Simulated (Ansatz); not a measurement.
**Ge: a slab and its surfaces, (110), 3 layers**

Aim: cut a slab of Ge (110), 3 layers from the relaxed bulk, relax it, and get surface energy and work function. The runs shown use PAW. Its runs: bulk cell relaxed (PAW); bulk in the slab's orientation (PAW); the reference run (PAW); atoms relaxed (PAW); field of 0.5 V/Å along the normal (PAW); core holes in 2p of Ge (PAW).

Program: Ansatz 0.2.0. Level of theory: DFT, PBE, PAW with Ansatz's default frozen-core files, scalar-relativistic. These are calculated values, not measurements.

**1. The structure to begin with**

The structure is cubic, space group Fd-3m (No. 227). The conventional cell has a = 5.772 Å, b = 5.772 Å, c = 5.772 Å, α = 90.00°, β = 90.00°, γ = 90.00°. Ge (site symmetry -43m) has 4 Ge at 2.50 Å as nearest neighbours.

Coordinates:

```cif
data_structure
_symmetry_space_group_name_H-M 'P 1'
_symmetry_Int_Tables_number 1
_cell_length_a 4.0814
_cell_length_b 4.0814
_cell_length_c 4.0814
_cell_angle_alpha 60.000
_cell_angle_beta 60.000
_cell_angle_gamma 60.000
_cell_volume 48.07
loop_
_atom_site_label
_atom_site_type_symbol
_atom_site_fract_x
_atom_site_fract_y
_atom_site_fract_z
_atom_site_occupancy
Ge1 Ge 0.87500 0.87500 0.87500 1
Ge2 Ge 0.12500 0.12500 0.12500 1
```

Atoms are numbered in the order of the input: Ge1, Ge2.

**2. Bulk cell relaxed, PAW**

input.yaml

```yaml
crystal:
  lattice:
    - [0.0, 2.8859806916, 2.8859806916]
    - [2.8859806916, 0.0, 2.8859806916]
    - [2.8859806916, 2.8859806916, 0.0]
  atoms:
    - { symbol: Ge, position: [-0.125, -0.125, -0.125] }
    - { symbol: Ge, position: [0.125, 0.125, 0.125] }
kpoints:
  mp_grid: { grid: [10, 10, 10] }
scf:
  occupations: { method: fermi_dirac, width: 0.02 }
hamiltonian:
  xc: pbe
  pseudopotentials: { kind: paw }
output:
  forces: true
  stress: true
  write_density: true
  write_potential: true
  elf: true
  volumetric_format: npy
relax:
  f_tol: 0.005
  max_steps: 40
  cell: {}
```

The run is started by

```sh
ansatz run input.yaml --threads 2 --pin off --max-ram 4096MiB --backend cpu --events-out ev --progress --plain --runs-dir out
```

The runs that follow: Bulk in the slab's orientation, PAW; Slab as cut, PAW; Atoms relaxed, PAW; Field of 0.5 V/Å along the normal, PAW; Core holes in 2p of Ge, PAW.

**Question.** What will these runs give? Wanted: surface energy; work function; outer layer spacing.

**Answer**, as computed:

```
                     quantity          value
surface energy (PAW, relaxed)      1.03 J/m²
 work function (PAW, relaxed)        4.51 eV
    outer layer spacing (PAW)  2.04 → 1.99 Å
```

What this shows: By PAW the surface costs 1.04 J/m² as cut and 1.03 J/m² relaxed. The outermost spacing changes by -2.5 % (PAW). The field of 0.5 V/Å along the normal induces a dipole of 0.445 e·Å per cell (PAW). Thickness wasn't converged, and no reconstruction was sought.
